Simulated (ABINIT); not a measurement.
Here is an ABINIT 10.8.3 (patched build) calculation.

Contents of run.abi:

```
# Pseudopotentials
pp_dirpath "./"
pseudos "Hf.GGA_PBE-JTH.xml"

# Structure
acell 2.77876 2.77876 23.80000002 Angstrom
rprim
     1.0000000000     0.0000000000     0.0000000000
     0.0000000000     1.0000000000     0.0000000000
     0.0000000000     0.0000000000     1.0000000000
ntypat 1
znucl 72
natom 1
typat 1
xred
     0.0000000000     0.0000000000     0.2941200000
chkprim 0
chksymtnons 0
tolsym 1.0e-6

# Plane-wave basis
ecut 19.0
pawecutdg 38.0
pawxcdev 0

# k points
kptopt 1
ngkpt 10 10 1
nshiftk 1
shiftk 0.0 0.0 0.0

# Exchange and correlation
ixc 11

# Bands and occupations
nband 10
occopt 3
tsmear 0.00183747

# SCF cycle
nstep 120
tolvrs 1.0e-9

# Output
iomode 3
prtwf 0
prteig 0
prtebands 0
enunit 1
prtden 1
prtvha 1
prtvclmb 1
prtpot 1
```

Potentials or basis: JTH PAW PBE v2.0.

The run is started by

```bash
$ mpirun --bind-to none -np 4 abinit run.abi > log 2>&1
```

Problem. Predict the work function.

Solution. 4.31 eV.

Problem. Predict the band gap on the k mesh.

Solution. None (metal or under the smearing width).

Stress tensor (GPa, compression positive):
```
-0.09  0.00  0.00
 0.00 -0.09  0.00
 0.00  0.00  0.06
```

The run has no spin-orbit coupling, so splittings on Hf are missing.
